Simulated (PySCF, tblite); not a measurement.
# C5H11NO2Si2: geometry, infrared bands and NMR shifts

Wanted: the infrared bands and NMR shifts of C5H11NO2Si2 (`CO/C=C\[Si@H](C#N)CO[SiH3]`), by calculation.

Programs: tblite 0.8.0 and PySCF 2.14.0, with density-fitted response routines of our own. Each step states its level of theory. These are calculated values for one molecule in the gas phase, unless marked as measured. Atoms count from 0, in the outputs and in this text.

### 1 The molecule as given

21 atoms, charge 0, multiplicity 1; geometry from: force field or distance geometry start.

Bonds of the start (Å): C0–O1 1.42, O1–C2 1.35, C2–C3 1.33, C3–Si4 1.86, Si4–C5 1.88, C5–N6 1.16, Si4–C7 1.92, C7–O8 1.43, O8–Si9 1.66, C0–H10 1.09, C0–H11 1.10, C0–H12 1.10, C2–H13 1.09, C3–H14 1.08, Si4–H15 1.49, C7–H16 1.09, C7–H17 1.09, Si9–H18 1.48, Si9–H19 1.49, Si9–H20 1.49.

### 2 Geometry optimisation with GFN2-xTB

What the job is given:

```
{"job": {"kind": "relax", "xc": "GFN2-xTB", "basis": "xTB"}, "charge": 0, "multiplicity": 1}
C     -2.539400     0.990900     2.001100
O     -1.547400     0.492600     1.116100
C     -2.049500     0.073100    -0.068500
C     -1.447500    -0.804400    -0.869400
Si     0.157000    -1.667700    -0.504800
C      0.091100    -2.681100     1.077300
N      0.078000    -3.308100     2.052100
C      1.587500    -0.394200    -0.391700
O      1.833000     0.358500    -1.587000
Si     2.960300     1.575700    -1.532200
H     -2.075200     1.245100     2.952200
H     -3.002800     1.899800     1.592100
H     -3.321900     0.238000     2.201000
H     -2.991400     0.543700    -0.355000
H     -1.894700    -1.081200    -1.807300
H      0.424900    -2.571900    -1.652500
H      2.489700    -0.956600    -0.134100
H      1.342600     0.272000     0.435600
H      3.068700     2.215600    -2.865200
H      4.275000     0.992500    -1.142000
H      2.553300     2.584600    -0.518400
```

Run with:

```bash
> OMP_NUM_THREADS=1 python probes_run.py task.json out
```

One launch serves the whole session: the jobs run in the order shown.

Standard output:

```text
step      E/eV     max force
  0    -837.38152    1.650
  1    -837.35899    4.843
  2    -837.44680    0.499
  3    -837.47084    0.534
  4    -837.50484    0.963
  5    -837.52342    0.622
  6    -837.55171    0.411
  7    -837.57381    0.480
  8    -837.58625    0.360
  9    -837.59473    0.223
 10    -837.60149    0.199
 11    -837.60911    0.287
 12    -837.61805    0.301
 13    -837.62571    0.178
 14    -837.63106    0.153
 15    -837.63596    0.210
 16    -837.64175    0.270
 17    -837.64783    0.195
 18    -837.65327    0.190
 19    -837.65801    0.164
 20    -837.66253    0.177
 21    -837.66677    0.167
 22    -837.66991    0.109
 23    -837.67197    0.103
 24    -837.67380    0.141
 25    -837.67575    0.126
 26    -837.67751    0.093
 27    -837.67882    0.087
 28    -837.67981    0.093
 29    -837.68076    0.092
 30    -837.68171    0.062
 31    -837.68258    0.071
 32    -837.68335    0.070
 33    -837.68407    0.068
 34    -837.68473    0.056
 35    -837.68532    0.060
 36    -837.68591    0.055
 37    -837.68657    0.083
 38    -837.68732    0.096
 39    -837.68815    0.076
 40    -837.68909    0.069
 41    -837.69030    0.093
 42    -837.69193    0.121
 43    -837.69365    0.136
 44    -837.69494    0.095
 45    -837.69586    0.062
 46    -837.69662    0.061
 47    -837.69737    0.082
 48    -837.69806    0.081
 49    -837.69855    0.062
 50    -837.69891    0.042
 51    -837.69929    0.062
 52    -837.69978    0.086
 53    -837.70028    0.147
 54    -837.70065    0.047
 55    -837.70101    0.076
 56    -837.70132    0.063
 57    -837.70154    0.049
 58    -837.70169    0.034
 59    -837.70182    0.043
 60    -837.70193    0.041
 61    -837.70205    0.032
 62    -837.70216    0.029
 63    -837.70226    0.032
 64    -837.70240    0.045
 65    -837.70260    0.046
 66    -837.70287    0.047
 67    -837.70311    0.036
 68    -837.70325    0.027
 69    -837.70331    0.021
 70    -837.70337    0.024
 71    -837.70343    0.020
 72    -837.70349    0.019
 73    -837.70354    0.018
 74    -837.70359    0.020
 75    -837.70364    0.018
 76    -837.70369    0.017
 77    -837.70374    0.016
 78    -837.70379    0.017
 79    -837.70385    0.020
 80    -837.70392    0.026
 81    -837.70398    0.021
 82    -837.70402    0.012
 83    -837.70404    0.009
```

Wall time 0.82 s (1 thread of Arm Neoverse V2, shared host); peak memory 0.18 GiB.

The steps of the relaxation: (not every step is listed) (the energy doesn't fall at every step)

```tsv
step	energy from step 0 (eV)	largest force (eV/Å)
0	0.0000	1.6496
1	0.0225	4.8434
2	-0.0653	0.4993
3	-0.0893	0.5339
4	-0.1233	0.9630
5	-0.1419	0.6220
6	-0.1702	0.4108
7	-0.1923	0.4795
8	-0.2047	0.3599
15	-0.2544	0.2099
22	-0.2884	0.1090
29	-0.2992	0.0923
36	-0.3044	0.0553
43	-0.3121	0.1356
50	-0.3174	0.0416
57	-0.3200	0.0489
64	-0.3209	0.0455
71	-0.3219	0.0202
78	-0.3223	0.0166
79	-0.3223	0.0202
80	-0.3224	0.0261
81	-0.3225	0.0207
82	-0.3225	0.0123
83	-0.3225	0.0092
```

Distances of close pairs at the start and the end, largest changes first:

```tsv
bond	before (Å)	after (Å)	change (Å)
O8–Si9	1.660	1.618	-0.042
Si9–H18	1.483	1.454	-0.029
Si9–H19	1.490	1.467	-0.023
C7–O8	1.434	1.412	-0.022
Si9–H20	1.487	1.467	-0.020
Si4–H15	1.485	1.468	-0.018
C3–Si4	1.858	1.874	+0.016
C5–N6	1.159	1.146	-0.013
```

The end geometry stands in the next job.

### 3 Infrared spectrum with GFN2-xTB

What the job is given:

```
{"job": {"kind": "ir", "xc": "GFN2-xTB", "basis": "xTB"}, "charge": 0, "multiplicity": 1}
C     -2.379800     0.902656     1.993722
O     -1.533155     0.259812     1.070812
C     -2.044352     0.022438    -0.158602
C     -1.404814    -0.763995    -1.021617
Si     0.202490    -1.607262    -0.553531
C     -0.111551    -2.619706     0.992690
N     -0.327850    -3.241676     1.930263
C      1.576778    -0.353932    -0.116296
O      1.824271     0.373993    -1.300067
Si     2.880240     1.573660    -1.553319
H     -1.775924     1.109878     2.875062
H     -2.771593     1.842483     1.590001
H     -3.216724     0.256070     2.276251
H     -2.983108     0.520348    -0.390225
H     -1.831788    -0.894279    -2.001860
H      0.659170    -2.531772    -1.597905
H      2.498265    -0.843772     0.214606
H      1.271481     0.329059     0.681517
H      2.582141     1.844304    -2.950014
H      4.257646     1.127649    -1.317888
H      2.619257     2.710988    -0.664071
```

Standard output:

```text
mode    cm-1     km/mol
  1      11.2      0.58
  2      26.0      1.10
  3      45.7      4.09
  4      55.1      2.95
  5      60.9      2.07
  6      70.7      1.97
  7      98.6      2.38
  8     149.9      4.06
  9     151.2      5.23
 10     171.7      8.83
 11     177.8      1.74
 12     223.7      5.71
 13     310.0      2.40
 14     331.7      1.04
 15     346.0      8.38
 16     392.4     28.43
 17     577.8     22.69
 18     587.1     36.67
 19     600.6    111.38
 20     620.9     92.64
 21     635.3     44.11
 22     647.2    104.45
 23     718.9     16.96
 24     743.7     65.08
 25     745.9    186.92
 26     767.8     22.39
 27     789.1     68.98
 28     808.1    208.29
 29     818.2    346.42
 30     840.4    319.81
 31     890.4      1.90
 32     980.5     51.10
 33    1120.7    122.02
 34    1126.1    221.61
 35    1128.7     41.37
 36    1141.7      4.51
 37    1196.9     21.98
 38    1245.9     82.85
 39    1281.5      6.51
 40    1325.9     16.89
 41    1407.3      0.35
 42    1465.0      7.45
 43    1469.2      0.21
 44    1475.6      7.19
 45    1645.9    266.95
 46    2209.2    323.23
 47    2223.3    349.04
 48    2242.3    202.44
 49    2347.9    265.39
 50    2352.0     30.88
 51    2902.2     56.16
 52    2930.1     32.56
 53    2933.4     35.89
 54    2949.2     42.50
 55    2985.4     61.14
 56    3036.3     10.15
 57    3102.7     16.81
```

Run time: 1.1 s. Hardware: 1 thread of Arm Neoverse V2, shared host; peak memory 0.18 GiB.

The strongest bands and the atoms that carry them (share of the mass-weighted mode):

```tsv
cm⁻¹	km/mol	atoms
808	208.3	Si4 24 %, C3 17 %
818	346.4	Si9 24 %, O8 18 %, C7 17 %
840	319.8	H20 42 %, H19 42 %
1126	221.6	O8 56 %, C7 29 %
1646	266.9	C2 53 %, C3 43 %
2209	323.2	H20 52 %, H19 43 %
2223	349.0	H15 95 %
2348	265.4	H18 97 %
```

### 4 NMR shieldings: PBE0/pcSseg-1

Settings changed since step 3:

```diff
@@ -1,2 +1,2 @@
-{"job": {"kind": "ir", "xc": "GFN2-xTB", "basis": "xTB"}, "charge": 0, "multiplicity": 1}
+{"job": {"kind": "nmr", "xc": "PBE0", "basis": "pcSseg-1"}, "charge": 0, "multiplicity": 1}
 C     -2.379800     0.902656     1.993722
```

Level: GIAO PBE0/pcSseg-1 NMR shielding, non-relativistic, gas phase.

Standard output:

```text
coarse grid: 18736 points
cycle   1  E = -980.3185133808  dE =  1.153e+00  |g| = 8.598e-01  |ddm| = 4.166e+00
cycle   2  E = -980.0789324765  dE =  2.396e-01  |g| = 1.400e+00  |ddm| = 1.760e+00
cycle   3  E = -980.4536657560  dE = -3.747e-01  |g| = 2.118e-01  |ddm| = 1.198e+00
cycle   4  E = -980.4605542144  dE = -6.888e-03  |g| = 1.147e-01  |ddm| = 1.761e-01
cycle   5  E = -980.4631996582  dE = -2.645e-03  |g| = 2.861e-02  |ddm| = 7.890e-02
cycle   6  E = -980.4633704224  dE = -1.708e-04  |g| = 6.829e-03  |ddm| = 2.695e-02
cycle   7  E = -980.4633785199  dE = -8.097e-06  |g| = 2.226e-03  |ddm| = 6.033e-03
final grid: 172392 points
cycle   8  E = -980.5423414526  dE = -2.770e-05  |g| = 1.299e-02  |ddm| = 3.004e-02
cycle   9  E = -980.5423041724  dE =  3.728e-05  |g| = 1.950e-02  |ddm| = 1.969e-02
cycle  10  E = -980.5423713478  dE = -6.718e-05  |g| = 2.113e-03  |ddm| = 1.291e-02
cycle  11  E = -980.5423723045  dE = -9.567e-07  |g| = 6.118e-04  |ddm| = 1.846e-03
cycle  12  E = -980.5423723714  dE = -6.688e-08  |g| = 2.366e-04  |ddm| = 4.627e-04
cycle  13  E = -980.5423723822  dE = -1.082e-08  |g| = 7.244e-05  |ddm| = 1.863e-04
cycle  14  E = -980.5423723833  dE = -1.143e-09  |g| = 2.808e-05  |ddm| = 7.844e-05
cycle  15  E = -980.5423723835  dE = -1.676e-10  |g| = 5.159e-06  |ddm| = 2.281e-05
converged SCF energy = -980.5423723835

GIAO shielding tensors (ppm)
atom      isotropic    diamagn.    paramagn.     s11        s22        s33       span
  0 C      126.723     242.070    -115.347     94.711    101.119    184.341     89.630
  1 O      208.386     406.677    -198.291     79.257    261.998    283.903    204.646
  2 C       15.281     252.409    -237.129    -93.819     51.740     87.921    181.740
  3 C       92.640     263.464    -170.824     -7.955    117.448    168.427    176.383
  4 Si     412.940     880.297    -467.357    360.826    429.050    448.943     88.117
  5 C       61.369     263.251    -201.882    -54.710    -49.626    288.444    343.154
  6 N      -89.247     338.936    -428.183   -286.746   -278.291    297.297    584.043
  7 C      129.061     251.927    -122.866     97.426    106.069    183.687     86.261
  8 O      353.038     399.840     -46.802    304.824    358.040    396.248     91.424
  9 Si     381.493     881.043    -499.550    333.472    337.542    473.465    139.993
 10 H       27.532      29.777      -2.245     23.607     25.793     33.197      9.590
 11 H       27.877      28.796      -0.919     24.432     25.669     33.529      9.097
 12 H       27.757      27.468       0.289     23.913     25.518     33.839      9.926
 13 H       24.664      31.053      -6.390     22.444     24.098     27.449      5.005
 14 H       27.091      31.455      -4.364     25.584     27.497     28.191      2.607
 15 H       27.167      27.555      -0.388     24.332     24.881     32.290      7.958
 16 H       27.955      30.967      -3.012     23.485     28.050     32.331      8.846
 17 H       27.577      35.475      -7.898     23.893     26.956     31.881      7.987
 18 H       26.922      29.793      -2.870     23.016     25.279     32.472      9.456
 19 H       26.836      28.842      -2.006     23.489     24.966     32.054      8.565
 20 H       26.872      30.444      -3.572     23.362     25.602     31.653      8.291
```

It took 61 s on 1 thread of Arm Neoverse V2, shared host; peak memory 1.1 GiB.

Shifts follow as δ = σ(reference) − σ, with reference shieldings (ppm) from runs at the same level and on the same kind of geometry: ¹H TMS 31.72, ¹³C TMS 186.9, ²⁹Si TMS 349.2, ¹⁵N NH3 267.7, ¹⁷O H2O 336.1. The references are single molecules in the gas phase, so shifts against H2O, NH3, PH3, H3PO4 or CFCl3 are not on the usual liquid scales and can be off by tens of ppm. Atoms listed in one row are averaged.

```tsv
atoms	environment	σ (ppm)	δ (ppm)	δ scaled to CDCl3
C2	alkene carbon bearing oxygen	15.3	171.6	165.6
C5	nitrile carbon	61.4	125.6	120.6
C3	β carbon of an enol-ether or enamine type C=C	92.6	94.3	90.1
C0	methyl carbon bonded to O	126.7	60.2	56.8
C7	sp3 CH2 bonded to O and Si	129.1	57.9	54.6
H13	hydrogen on an alkene carbon bearing oxygen	24.66	7.05	6.76
H18, H19, H20	hydrogen on a silicon bonded to O	26.88	4.84	–
H14	hydrogen on a β carbon of an enol-ether or enamine type C=C	27.09	4.63	4.47
H15	hydrogen on a silicon bonded to 3 C	27.17	4.55	–
H17	hydrogen on an sp3 CH2 bonded to O and Si	27.58	4.14	4.01
H10, H11, H12	hydrogen on a methyl carbon bonded to O	27.72	4.00	3.87
H16	hydrogen on an sp3 CH2 bonded to O and Si	27.96	3.76	3.65
O1	ether oxygen	208.4	127.7	–
O8	oxygen bonded to C, Si	353.0	-17.0	–
Si9	silicon bonded to O, 3 H	381.5	-32.3	–
Si4	silicon bonded to 3 C, H	412.9	-63.8	–
N6	nitrile nitrogen	-89.2	357.0	–
```

The scaled column applies a straight-line fit of computed shieldings to shifts measured in CDCl3 (root-mean-square error 0.16 ppm for H, 1.9 ppm for C).

Charges from the same density, by scheme (e):

```tsv
atoms	Mulliken	IAO	Hirshfeld	ESP fit
C0	-0.03	-0.21	-0.03	-0.28
O1	-0.47	-0.32	-0.08	-0.07
C2	0.19	0.09	0.05	0.11
C3	-0.53	-0.52	-0.19	-0.56
Si4	0.98	0.92	0.39	0.45
C5	-0.21	-0.16	-0.04	0.18
N6	-0.22	-0.21	-0.22	-0.41
C7	-0.22	-0.33	-0.08	-0.29
O8	-0.66	-0.65	-0.23	-0.31
Si9	0.72	0.88	0.38	0.59
```

Mayer bond orders: C0–O1 0.89, O1–C2 1.03, C2–C3 1.84, C3–Si4 0.91, Si4–C5 0.79, C5–N6 2.93, Si4–C7 0.90, C7–O8 0.83, O8–Si9 0.96.

### 5 Outcome

```
                                                              quantity                                         value
                             strongest single infrared mode (GFN2-xTB)                         2223 cm⁻¹, 349 km/mol
                                          zero-point energy (GFN2-xTB)                                 91.0 kcal/mol
                                ¹³C shifts against TMS (PBE0/pcSseg-1)            171.6, 125.6, 94.3, 60.2, 57.9 ppm
¹H shifts against TMS (PBE0/pcSseg-1, means over atoms taken as alike)  7.05, 4.84, 4.63, 4.55, 4.14, 4.00, 3.76 ppm
                                ¹⁷O shifts against H2O (PBE0/pcSseg-1)                              127.7, -17.0 ppm
                               ²⁹Si shifts against TMS (PBE0/pcSseg-1)                              -32.3, -63.8 ppm
                                ¹⁵N shifts against NH3 (PBE0/pcSseg-1)                                     357.0 ppm
```

**Reading.** Relaxing lowered the energy by 0.323 eV in 83 steps; the close pair that moved most is O8–Si9, from 1.660 to 1.618 Å. All 57 modes are real, so the xTB geometry is a minimum. The strongest single mode, at 2223 cm⁻¹, moves mainly H15. GFN2-xTB is a fitted tight-binding method: band positions and strengths are rough. Its intensities can rank the bands wrongly. C2 (alkene carbon bearing oxygen) lies farthest downfield among carbon, at 171.6 ppm; an sp2 carbon further deshielded by the attached heteroatom. H13 (hydrogen on an alkene carbon bearing oxygen) lies farthest downfield among hydrogen, at 7.05 ppm; olefinic region. At PBE0/pcSseg-1: Shielding is most anisotropic at N6 (span 584 ppm, paramagnetic term -428 ppm).
